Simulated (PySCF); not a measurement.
# TiS₂⁻: structure of the doublet

The task is one start of a wider search on TiS₂⁻: the doublet, from a side-on start. It is relaxed, tested by its Hessian and followed downhill if it is a saddle.

The runs use PySCF 2.14.0; B3LYP, basis Ti def2-SVPD, S def2-SVPD, no relativity, density fitting.

## Step 1: Where the work starts

3 atoms, charge -1, spin multiplicity 2.

Bond lengths: Ti1–S2 2.438 Å, Ti1–S3 2.438 Å, S2–S3 2.000 Å. Angles: S2–Ti1–S3 48.4°, Ti1–S2–S3 65.8°, Ti1–S3–S2 65.8°.

```xyz
3
charge -1 multiplicity 2
Ti    0.0000    0.0000    0.0000
S     1.0000    0.0000    2.2233
S    -1.0000    0.0000    2.2233
```

## Step 2: Finding the electronic state

One driver script runs all steps and calls PySCF; scf.py shows how it sets up the SCF of each step. The optimiser is the driver's own. After this first run the driver tries any further starts and a stability analysis.

scf.py reads:

```python
from pyscf import gto, scf, dft
mol = gto.M(atom='''
Ti     0.000000     0.000000     0.000000
S      1.000000     0.000000     2.223256
S     -1.000000     0.000000     2.223256''',
    basis={'Ti': 'def2-SVPD', 'S': 'def2-SVPD'},
    charge=-1, spin=1)
mf = dft.UKS(mol, xc='B3LYP')
mf.grids.atom_grid = (50, 194)
aux = {'Ti': 'def2-universal-JKFIT', 'S': 'def2-universal-JKFIT'}
mf = mf.density_fit(auxbasis=aux)
mf.conv_tol = 1e-08
mf.diis_space = 10
mf.max_cycle = 60
mf.init_guess = 'minao'
mf.verbose = 4
mf.kernel()
```

Launch:

```bash
$ OMP_NUM_THREADS=2 python axn.py task.json out
```

Further steps of the session: Relaxation: side-on start, doublet; Is it a minimum? Harmonic modes.

Q: Predict the outcome of this session. Wanted: minimum; geometry; wavenumbers; dipole moment; highest occupied, lowest empty level; polar-tensor charge of Ti1; zero-point energy; ⟨S²⟩.

**Answer**, as computed:

| quantity | value |
| --- | --- |
| minimum | broken-symmetry (Ms = 1/2), C2v |
| geometry | S–S 2.163 Å, Ti–S 2.380 Å (×2); S–S–Ti 63.0° (×2), S–Ti–S 54.1° |
| wavenumbers (cm⁻¹) | 223 (b2), 353 (a1), 456 (a1) |
| dipole moment (centre of mass) | 0.08 D |
| highest occupied, lowest empty level (either spin) | 0.13, 1.91 eV |
| polar-tensor charge of Ti1 | +0.04 e |
| zero-point energy | 6.2 kJ/mol |
| entropy at 298.15 K | 292.3 J/(mol K) |
| ⟨S²⟩ | 1.592 |

In words: The molecule stays C2v, as typed, and the end point is a minimum. The determinant is spin-contaminated (⟨S²⟩ = 1.59 against 0.75), so it is no pure spin state. The strongest infrared band lies at 353 cm⁻¹ (a1). Only this shape and spin were tried, so other structures or states may lie lower. The highest occupied level lies above zero: either self-interaction error lifts it or the extra electron is not bound, and the basis holds it in place. Open d and f shells are described by one determinant, and the ground state may have another occupation or spin.
